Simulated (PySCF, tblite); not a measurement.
# C₄H₁₁PSi: a rotation path, then NMR shifts on frames, part 2 of 2

tblite 0.8.0 and PySCF 2.14.0. Atoms count from 0.

## Step 5: NMR shieldings: image 4, PBE0/pcSseg-1

Job settings and geometry (Å):

```
{"job": {"kind": "nmr", "xc": "PBE0", "basis": "pcSseg-1", "pop": false}, "charge": 0, "multiplicity": 1}
P      3.225100    -0.417100    -0.678000
Si     1.475800     0.512600     0.372600
C     -0.126200    -0.283100    -0.284700
C     -1.200200    -0.651700     0.759800
C     -2.256400     0.093000    -0.066100
C     -1.149100     0.644100    -0.974100
H      3.133600    -1.639200    -0.036700
H      4.161300     0.052200     0.223300
H      1.523500     1.950000     0.074800
H      1.521200     0.355300     1.835600
H      0.104200    -1.140500    -0.922200
H     -1.374400    -1.717300     0.898800
H     -1.026800    -0.201800     1.735500
H     -2.830100     0.840900     0.477800
H     -2.950800    -0.569300    -0.579600
H     -1.285100     0.483100    -2.041800
H     -0.952500     1.700800    -0.805000
```

Method: GIAO PBE0/pcSseg-1 NMR shielding, non-relativistic, gas phase.

Standard output:

```text
coarse grid: 14416 points
cycle   1  E = -789.2921537640  dE =  4.692e-01  |g| = 3.533e-01  |ddm| = 3.653e+00
cycle   2  E = -789.2769693972  dE =  1.518e-02  |g| = 4.378e-01  |ddm| = 7.650e-01
cycle   3  E = -789.3269486345  dE = -4.998e-02  |g| = 4.178e-02  |ddm| = 4.463e-01
cycle   4  E = -789.3273127693  dE = -3.641e-04  |g| = 1.427e-02  |ddm| = 5.897e-02
cycle   5  E = -789.3273603148  dE = -4.755e-05  |g| = 5.019e-03  |ddm| = 2.309e-02
cycle   6  E = -789.3273662444  dE = -5.930e-06  |g| = 1.163e-03  |ddm| = 6.009e-03
final grid: 127776 points
cycle   7  E = -789.3644503377  dE = -2.811e-05  |g| = 8.321e-03  |ddm| = 2.689e-02
cycle   8  E = -789.3644374173  dE =  1.292e-05  |g| = 1.098e-02  |ddm| = 1.763e-02
cycle   9  E = -789.3644682550  dE = -3.084e-05  |g| = 5.218e-04  |ddm| = 1.010e-02
cycle  10  E = -789.3644683055  dE = -5.050e-08  |g| = 1.851e-04  |ddm| = 6.555e-04
cycle  11  E = -789.3644683136  dE = -8.164e-09  |g| = 3.917e-05  |ddm| = 1.918e-04
cycle  12  E = -789.3644683140  dE = -3.436e-10  |g| = 1.028e-05  |ddm| = 5.387e-05
converged SCF energy = -789.3644683140

GIAO shielding tensors (ppm)
atom      isotropic    diamagn.    paramagn.     s11        s22        s33       span
  0 P      625.066     967.067    -342.001    551.781    606.726    716.691    164.910
  1 Si     372.482     880.665    -508.182    332.890    345.883    438.673    105.783
  2 C      169.459     251.962     -82.503    153.191    175.352    179.833     26.642
  3 C      158.889     248.115     -89.226    142.746    151.256    182.666     39.920
  4 C      166.129     251.533     -85.404    151.194    165.790    181.403     30.210
  5 C      158.331     247.995     -89.664    142.020    150.701    182.272     40.252
  6 H       30.816      30.530       0.286     25.500     28.465     38.482     12.983
  7 H       30.716      29.082       1.634     25.176     27.070     39.904     14.728
  8 H       27.454      29.883      -2.430     24.170     26.653     31.537      7.367
  9 H       27.057      30.312      -3.255     23.273     26.642     31.257      7.985
 10 H       29.786      33.310      -3.524     25.900     30.069     33.388      7.488
 11 H       29.318      30.749      -1.431     26.053     26.909     34.992      8.939
 12 H       29.569      31.527      -1.958     26.066     29.072     33.569      7.503
 13 H       29.581      29.782      -0.201     26.062     26.582     36.100     10.038
 14 H       29.437      30.042      -0.605     26.472     26.827     35.012      8.541
 15 H       29.230      30.403      -1.174     25.972     26.901     34.815      8.843
 16 H       29.525      31.239      -1.714     26.012     29.058     33.504      7.492
```

It took 16 s on 1 thread of AMD EPYC 7B13, shared host; peak memory 0.81 GiB.

This run: δ C5 28.6, C3 28.0, C4 20.8, C2 17.5, H9 4.66, H8 4.26 ppm.

## Step 6: Shielding tensors: image 6, PBE0/pcSseg-1

Job settings and geometry (Å):

```
{"job": {"kind": "nmr", "xc": "PBE0", "basis": "pcSseg-1", "pop": false}, "charge": 0, "multiplicity": 1}
P      3.120500    -0.031600    -0.886500
Si     1.461600     0.361700     0.571800
C     -0.142500    -0.400000    -0.110300
C     -1.333300    -0.505600     0.863100
C     -2.236300     0.175400    -0.173600
C     -1.007000     0.476400    -1.041800
H      3.219500    -1.384500    -0.616300
H      4.128200     0.278200     0.007000
H      1.346700     1.821500     0.688600
H      1.716800    -0.186400     1.913500
H      0.061000    -1.367900    -0.574200
H     -1.620900    -1.517700     1.142800
H     -1.203500     0.077700     1.772400
H     -2.782000     1.046100     0.184400
H     -2.943500    -0.505400    -0.644100
H     -1.065400     0.146100    -2.077200
H     -0.726600     1.528100    -1.029600
```

Level: GIAO PBE0/pcSseg-1 NMR shielding, non-relativistic, gas phase.

Standard output:

```text
coarse grid: 14416 points
cycle   1  E = -789.2943623612  dE =  4.682e-01  |g| = 3.537e-01  |ddm| = 3.657e+00
cycle   2  E = -789.2786414342  dE =  1.572e-02  |g| = 4.402e-01  |ddm| = 7.736e-01
cycle   3  E = -789.3292520892  dE = -5.061e-02  |g| = 4.158e-02  |ddm| = 4.552e-01
cycle   4  E = -789.3296132022  dE = -3.611e-04  |g| = 1.378e-02  |ddm| = 5.742e-02
cycle   5  E = -789.3296561812  dE = -4.298e-05  |g| = 5.108e-03  |ddm| = 2.250e-02
cycle   6  E = -789.3296623732  dE = -6.192e-06  |g| = 1.143e-03  |ddm| = 6.156e-03
final grid: 127776 points
cycle   7  E = -789.3663802915  dE = -2.882e-05  |g| = 8.085e-03  |ddm| = 2.986e-02
cycle   8  E = -789.3663681713  dE =  1.212e-05  |g| = 1.067e-02  |ddm| = 1.718e-02
cycle   9  E = -789.3663972306  dE = -2.906e-05  |g| = 5.163e-04  |ddm| = 9.833e-03
cycle  10  E = -789.3663972812  dE = -5.054e-08  |g| = 1.845e-04  |ddm| = 6.780e-04
cycle  11  E = -789.3663972893  dE = -8.133e-09  |g| = 3.973e-05  |ddm| = 1.894e-04
cycle  12  E = -789.3663972897  dE = -3.477e-10  |g| = 1.117e-05  |ddm| = 5.601e-05
converged SCF energy = -789.3663972897

GIAO shielding tensors (ppm)
atom      isotropic    diamagn.    paramagn.     s11        s22        s33       span
  0 P      626.883     966.998    -340.114    549.774    610.256    720.620    170.847
  1 Si     383.440     880.676    -497.236    348.896    361.066    440.358     91.462
  2 C      168.752     251.745     -82.993    151.138    172.622    182.496     31.358
  3 C      161.035     248.646     -87.612    145.935    153.840    183.329     37.394
  4 C      166.106     251.504     -85.398    151.914    164.497    181.906     29.992
  5 C      160.211     247.754     -87.544    148.033    150.402    182.197     34.164
  6 H       30.875      30.291       0.584     25.367     28.390     38.868     13.501
  7 H       30.727      28.983       1.744     25.246     27.154     39.781     14.536
  8 H       27.550      30.012      -2.462     24.281     26.521     31.848      7.567
  9 H       27.097      30.113      -3.016     23.211     26.195     31.884      8.673
 10 H       29.700      33.280      -3.580     26.072     30.023     33.006      6.934
 11 H       29.394      30.632      -1.238     26.084     26.726     35.372      9.288
 12 H       29.672      31.320      -1.649     26.164     28.951     33.901      7.737
 13 H       29.574      29.749      -0.175     26.106     26.538     36.077      9.971
 14 H       29.408      30.015      -0.607     26.280     26.878     35.066      8.786
 15 H       29.324      30.569      -1.246     25.802     27.259     34.910      9.108
 16 H       29.573      31.209      -1.636     26.077     29.230     33.412      7.335
```

It took 16 s on 1 thread of AMD EPYC 7B13, shared host; peak memory 0.8 GiB.

In short: δ C5 26.7, C3 25.9, C4 20.8, C2 18.2, H9 4.62, H8 4.17 ppm.

## Step 7: Shielding tensors: image 8, PBE0/pcSseg-1

Job settings and geometry (Å):

```
{"job": {"kind": "nmr", "xc": "PBE0", "basis": "pcSseg-1", "pop": false}, "charge": 0, "multiplicity": 1}
P      2.894200     0.344600    -0.976900
Si     1.455400     0.184400     0.734600
C     -0.167000    -0.523700     0.048900
C     -1.426100    -0.359600     0.921500
C     -2.169400     0.246200    -0.276500
C     -0.854500     0.291300    -1.066300
H      3.135600    -1.013700    -1.078600
H      4.001600     0.539400    -0.173600
H      1.244800     1.552900     1.224900
H      1.931800    -0.643300     1.853100
H     -0.039700    -1.565100    -0.254400
H     -1.844000    -1.282300     1.320100
H     -1.292900     0.341800     1.742900
H     -2.642700     1.209400    -0.096300
H     -2.905300    -0.429100    -0.709500
H     -0.874800    -0.179600    -2.047400
H     -0.454100     1.298400    -1.176400
```

Method: GIAO PBE0/pcSseg-1 NMR shielding, non-relativistic, gas phase.

Standard output:

```text
coarse grid: 14416 points
cycle   1  E = -789.2943770240  dE =  4.748e-01  |g| = 3.552e-01  |ddm| = 3.660e+00
cycle   2  E = -789.2777674138  dE =  1.661e-02  |g| = 4.450e-01  |ddm| = 7.833e-01
cycle   3  E = -789.3295680735  dE = -5.180e-02  |g| = 4.125e-02  |ddm| = 4.652e-01
cycle   4  E = -789.3299233478  dE = -3.553e-04  |g| = 1.330e-02  |ddm| = 5.598e-02
cycle   5  E = -789.3299622415  dE = -3.889e-05  |g| = 5.198e-03  |ddm| = 2.197e-02
cycle   6  E = -789.3299687440  dE = -6.502e-06  |g| = 1.089e-03  |ddm| = 6.297e-03
final grid: 127776 points
cycle   7  E = -789.3673966345  dE = -3.058e-05  |g| = 8.348e-03  |ddm| = 2.986e-02
cycle   8  E = -789.3673833046  dE =  1.333e-05  |g| = 1.108e-02  |ddm| = 1.795e-02
cycle   9  E = -789.3674147123  dE = -3.141e-05  |g| = 5.267e-04  |ddm| = 1.029e-02
cycle  10  E = -789.3674147652  dE = -5.289e-08  |g| = 1.840e-04  |ddm| = 6.783e-04
cycle  11  E = -789.3674147734  dE = -8.116e-09  |g| = 4.212e-05  |ddm| = 1.985e-04
cycle  12  E = -789.3674147737  dE = -3.918e-10  |g| = 1.175e-05  |ddm| = 5.812e-05
converged SCF energy = -789.3674147737

GIAO shielding tensors (ppm)
atom      isotropic    diamagn.    paramagn.     s11        s22        s33       span
  0 P      633.364     967.161    -333.797    557.853    614.571    727.668    169.815
  1 Si     388.540     880.766    -492.226    349.157    373.698    442.764     93.607
  2 C      169.073     252.030     -82.957    150.851    171.668    184.701     33.851
  3 C      161.082     248.784     -87.702    148.902    152.235    182.109     33.207
  4 C      165.929     251.277     -85.347    151.888    164.190    181.710     29.822
  5 C      162.234     248.131     -85.897    149.377    154.476    182.849     33.473
  6 H       30.981      30.158       0.823     25.251     28.332     39.359     14.108
  7 H       30.822      28.964       1.858     25.357     27.143     39.966     14.609
  8 H       27.618      30.093      -2.475     24.375     26.365     32.114      7.739
  9 H       27.056      29.841      -2.785     23.157     25.543     32.469      9.312
 10 H       29.631      33.009      -3.377     26.433     29.342     33.119      6.686
 11 H       29.420      30.408      -0.987     26.079     26.662     35.519      9.440
 12 H       29.675      31.171      -1.496     26.143     28.914     33.967      7.824
 13 H       29.557      29.758      -0.202     26.090     26.473     36.106     10.015
 14 H       29.373      30.022      -0.649     26.145     26.921     35.053      8.908
 15 H       29.495      30.929      -1.434     25.620     27.750     35.113      9.493
 16 H       29.558      31.343      -1.785     25.715     29.871     33.088      7.374
```

Wall time 16 s (1 thread of AMD EPYC 7B13, shared host); peak memory 0.8 GiB.

In short: δ C3 25.8, C5 24.7, C4 21.0, C2 17.9, H9 4.66, H8 4.10 ppm.

## Step 8: Comparing the runs: NMR shifts

Shifts (ppm) of some atoms, chosen among heavy atoms and hydrogens apart, with basis size and wall time:

| frame | C5 | C3 | C2 | H15 | H12 | P0 | Si1 | functions | time |
| --- | --- | --- | --- | --- | --- | --- | --- | --- | --- |
| image 0 | 25.1 | 24.8 | 18.0 | 2.30 | 1.93 | -314.7 | -39.9 | 171 | 17 s |
| image 2 | 27.0 | 27.7 | 17.7 | 2.41 | 2.09 | -309.5 | -29.1 | 171 | 16 s |
| image 4 | 28.6 | 28.0 | 17.5 | 2.49 | 2.15 | -306.7 | -23.3 | 171 | 16 s |
| image 6 | 26.7 | 25.9 | 18.2 | 2.39 | 2.05 | -308.5 | -34.3 | 171 | 16 s |
| image 8 | 24.7 | 25.8 | 17.9 | 2.22 | 2.04 | -315.0 | -39.4 | 171 | 16 s |

## Step 9: Results

What follows sums up all 2 parts.

| quantity | value |
| --- | --- |
| barrier | 0.033 eV (0.8 kcal/mol) at image 4 |
| end to end (GFN2-xTB) | -0.006 eV |
| ¹³C shifts against TMS (PBE0/pcSseg-1, image 0) | 25.1, 24.8, 21.2, 18.0 ppm |
| ¹H shifts against TMS (PBE0/pcSseg-1, image 0) | 4.48, 4.20, 2.34, 2.30, 2.23, 2.14, 2.13, 2.01, 1.93, 0.93, 0.90 ppm |
| ³¹P shifts against H3PO4 (PBE0/pcSseg-1, image 0) | -314.7 ppm |
| ²⁹Si shifts against TMS (PBE0/pcSseg-1, image 0) | -39.9 ppm |
| range of the shift of Si1 | -39.9 to -23.3 ppm |

**Reading.** Along the band the dihedral turns by 121°, and the top (dihedral 137°) lies 0.8 kcal/mol above the start (GFN2-xTB, rough), so at room temperature this motion is fast. Ends this close can change order at a higher level. The top was not checked by a frequency run. Shifts at one fixed geometry are not the observed spectrum, which averages over the motion. In the first frame run (image 0): Shielding is most anisotropic at P0 (span 142 ppm, paramagnetic term -334 ppm). Across the 5 runs the shift of Si1 moves most, between -39.9 (image 0) and -23.3 ppm (image 4).
